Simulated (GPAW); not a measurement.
A run of GPAW 26.7.0:

run.py

```python
from ase import Atoms
from ase.dft.bandgap import bandgap
from ase.io import write
from ase.units import GPa
from ase.parallel import parprint
from gpaw import GPAW, PW

atoms = Atoms(['Ni', 'Mo', 'Pd', 'Ir', 'W'],
              cell=[[2.7661622383, 0.0, 0.0],
                    [-1.3830811191, 2.3955667693, 0.0],
                    [0.0, 0.0, 11.02292]],
              scaled_positions=[[0.33333, 0.66667, 0.59712],
                                [-0.0000033333, 0.0000033333, 0.41074],
                                [0.6666633333, 0.3333366667, 0.7952],
                                [0.6666633333, 0.3333366667, 0.1996],
                                [0.33333, 0.66667, 0.99734]],
              pbc=True)
atoms.set_initial_magnetic_moments([1.0, 1.0, 0.0, 0.6, 0.0])

calc = GPAW(mode=PW(600),
            xc='LDA',
            kpts={'size': (8, 8, 2), 'gamma': True},
            occupations={'name': 'fermi-dirac', 'width': 0.05},
            nbands=64,
            convergence={'density': 1e-05, 'energy': 1e-05},
            maxiter=150,
            txt='gpaw.txt')
atoms.calc = calc
energy = atoms.get_potential_energy()
forces = atoms.get_forces()
stress = atoms.get_stress()
calc.write('gs.gpw')
write('result.traj', atoms)
parprint(f'Energy: {energy:.6f} eV')
parprint('Forces (eV/A):')
parprint(forces.round(4))
parprint('Stress (GPa):', (stress / GPa).round(3))
parprint('Moments:', calc.get_magnetic_moments().round(3))
parprint('Fermi level:', round(calc.get_fermi_level(), 4), 'eV')
parprint(f'Gap: {bandgap(calc)[0]:.4f} eV, direct: {bandgap(calc, direct=True)[0]:.4f} eV')

path = atoms.cell.bandpath('GMKGALHA,LM,KH', npoints=60, eps=1e-4)
bs_calc = calc.fixed_density(kpts=path, symmetry='off', nbands=87,
                             convergence={'bands': 'CBM+6.0', 'eigenstates': 1e-6}, txt='bands.txt')
bs = bs_calc.band_structure()
bs.write('bs.json')
parprint(f'Gap on the path: {bandgap(bs_calc)[0]:.4f} eV')
```

Potentials or basis: the program's PAW data sets (release 1.2.1) made for this functional, pw.

Command:

```sh
$ OMP_NUM_THREADS=1 mpirun -n 8 gpaw python run.py
```

Hardware: 8 MPI ranks on AMD EPYC 7R43 64-Core Processor (Zen 3), on a shared host.

**Question.** Estimate the wall time of this run.

**Answer.** Run time: 2.5 min on 8 MPI ranks on AMD EPYC 7R43 64-Core Processor (Zen 3), on a shared host, peak memory 0.38 GiB a rank. Counts: scf iterations 37, plane waves 2505, bands 64, k points 42.
